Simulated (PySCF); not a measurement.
# BTe⁻ at other levels of theory

What do other methods print for BTe⁻ when all else stays?

Method: method and basis as typed in the scripts; program: PySCF 2.14.0.

## Step 1: The starting structure

BTe⁻: 2 atoms, charge -1, spin multiplicity 1.

Bond lengths: B1–Te2 2.235 Å.

## Step 2: The run that the others are compared with

input.py reads:

```python
from pyscf import gto, scf, mp

mol = gto.M(
    atom='B 0 0 0; Te 0 0 2.235',
    basis='def2-tzvpp',
    ecp={'Te': 'def2-tzvpp'},
    charge=-1,
    spin=0,
    symmetry=True,
    verbose=3,
)
mf = scf.RHF(mol)
mf.kernel()
mp.MP2(mf, frozen=5).kernel()
mf.dip_moment()
print('orbital energies (hartree):', mf.mo_energy[..., max(0, mol.nelec[1]-3):mol.nelec[0]+3].round(4))
```

Launch:

```sh
$ OMP_NUM_THREADS=1 python input.py
```

## Step 3: ROHF

Variant 1 changes SCF type: RHF → ROHF.

Changes to input.py since step 2:

```diff
@@ -11,3 +11,3 @@
 )
-mf = scf.RHF(mol)
+mf = scf.ROHF(mol)
 mf.kernel()
```

## Step 4: CASSCF

Variant 2 changes step after the SCF: mp2 → casscf; active space: none → 8 electrons in 6 orbitals.

Changes to input.py since step 2:

```diff
@@ -1,2 +1,2 @@
-from pyscf import gto, scf, mp
+from pyscf import gto, scf, mcscf
 
@@ -13,3 +13,5 @@
 mf.kernel()
-mp.MP2(mf, frozen=5).kernel()
+mc = mcscf.CASSCF(mf, 6, 8)
+mc.kernel()
+mc.analyze()
 mf.dip_moment()
```

## Step 5: CASCI

Variant 3 changes step after the SCF: mp2 → casci; active space: none → 8 electrons in 8 orbitals.

Changes to input.py since step 2:

```diff
@@ -1,2 +1,2 @@
-from pyscf import gto, scf, mp
+from pyscf import gto, scf, mcscf
 
@@ -13,3 +13,5 @@
 mf.kernel()
-mp.MP2(mf, frozen=5).kernel()
+mc = mcscf.CASCI(mf, 8, 8)
+mc.kernel()
+mc.analyze()
 mf.dip_moment()
```

## Step 6: Bhandhlyp (RKS)

Variant 4 changes functional: none (Hartree–Fock) → bhandhlyp; SCF type: RHF → RKS; step after the SCF: mp2 → analyze.

Changes to input.py since step 2:

```diff
@@ -1,2 +1,2 @@
-from pyscf import gto, scf, mp
+from pyscf import gto, dft
 
@@ -11,5 +11,5 @@
 )
-mf = scf.RHF(mol)
+mf = dft.RKS(mol, xc='bhandhlyp')
 mf.kernel()
-mp.MP2(mf, frozen=5).kernel()
+mf.mulliken_pop()
 mf.dip_moment()
```

## Step 7: Polarisability

Variant 5 changes step after the SCF: mp2 → polarizability.

Changes to input.py since step 2:

```diff
@@ -1,2 +1,3 @@
-from pyscf import gto, scf, mp
+from pyscf import gto, scf
+from pyscf.prop.polarizability import rhf as pol
 
@@ -13,3 +14,4 @@
 mf.kernel()
-mp.MP2(mf, frozen=5).kernel()
+print('polarizability (a.u.)')
+print(pol.Polarizability(mf).polarizability().round(4))
 mf.dip_moment()
```

## Step 8: Population analysis

Variant 6 changes step after the SCF: mp2 → analyze.

Changes to input.py since step 2:

```diff
@@ -1,2 +1,2 @@
-from pyscf import gto, scf, mp
+from pyscf import gto, scf
 
@@ -13,3 +13,3 @@
 mf.kernel()
-mp.MP2(mf, frozen=5).kernel()
+mf.mulliken_pop()
 mf.dip_moment()
```

Before running it: what results should come out? Wanted: for each run, E(SCF); from base; after the SCF.

**Answer**, as computed:

| run | E(SCF) (hartree) | from base (eV) | after the SCF |
| --- | --- | --- | --- |
| base | -291.662900 | 0 | MP2 correlation -14.889 eV |
| ROHF | -291.662900 | 0.0000 | MP2 correlation -14.889 eV |
| CASSCF | -291.662900 | 0.0000 | CASSCF correlation -0.978 eV |
| CASCI | -291.662900 | 0.0000 | CASCI correlation -0.675 eV |
| bhandhlyp (RKS) | -292.788619 | not comparable | n/a |
| polarisability | -291.662900 | 0.0000 | mean α 73.5 bohr³ |
| population analysis | -291.662900 | 0.0000 | n/a |

In words: The SCF energy stays the same, to the digits that matter, with ROHF. A lower total energy from another functional means nothing by itself. The dearest run is “CASSCF”, at 16 s against 1.7 s.
